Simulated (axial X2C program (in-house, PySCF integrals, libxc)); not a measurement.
# InOH: bond lengths and stretches, held linear

An exercise on one series of results from a longer session: the logs are not shown, and one member is left open.

Program: an in-house X2C program for linear molecules on PySCF integrals. Level of theory: all-electron X2C, two-component (2c) or spin-free, In dyall-v3z, O dyall-av3z, H dyall-v3z. These are calculated values, not measurements.

All values are calculated.

1 further run of the same task is left out (set aside as unsound or not needed).

The first run:

File task.json:

```json
{
 "zs": [
  49,
  8,
  1
 ],
 "q": 0,
 "bas": [
  "dyall-v3z",
  "dyall-av3z",
  "dyall-v3z"
 ],
 "r0": [
  2.05,
  0.96
 ],
 "symm": 0,
 "scan": [
  "PBE0",
  "HF",
  "BHandHLYP"
 ],
 "levels": [
  "PBE0",
  "HF",
  "LDA"
 ],
 "nst": 2
}
```

Keys: zs atomic numbers; q charge; bas basis sets; r0 starting distance in Å; symm equal bonds; scan levels of the two-bond scan (MP2 follows by itself at each HF point); levels methods; nst determinants followed.

Launch:

```sh
> python solin.py task.json out
```

Masses In 114.904, O 15.995, H 1.008 u.

Steps of the session up to this table: Scan at PBE0, 2c; Scan at HF, 2c; Scan at BHandHLYP, 2c.

One table of the session follows, with a row left open; its other results are not shown here.

| level | r(In–O) (Å) | r(O–H) (Å) | lower stretch (cm⁻¹) | upper stretch (cm⁻¹) |
| --- | --- | --- | --- | --- |
| PBE0, 2c | 1.995 | 0.954 | 566.1 | 3965.7 |
| HF, 2c | 1.987 | 0.935 | 584.6 | 4224.2 |
| BHandHLYP, 2c | 1.992 | 0.945 | 574.8 | 4067.9 |
| MP2, 2c | 1.989 | 0.957 | 570.0 | 3937.5 |
| PBE0, spin-free | 1.995 | 0.954 | 566.1 | 3965.5 |
| HF, spin-free | ? | ? | ? | ? |
| BHandHLYP, spin-free | 1.992 | 0.945 | 574.8 | 4067.7 |
| MP2, spin-free | 1.988 | 0.957 | 570.0 | 3937.1 |

**Question.** Estimate the row for HF, spin-free.

As computed: r(In–O) (Å): 1.987; r(O–H) (Å): 0.935; lower stretch (cm⁻¹): 584.5; upper stretch (cm⁻¹): 4224.0.

Scans not shown above were run alike.

MP2 freezes inner shells (threshold -2 hartree). The molecule was held linear; bending was not examined, so a bent shape may lie lower.
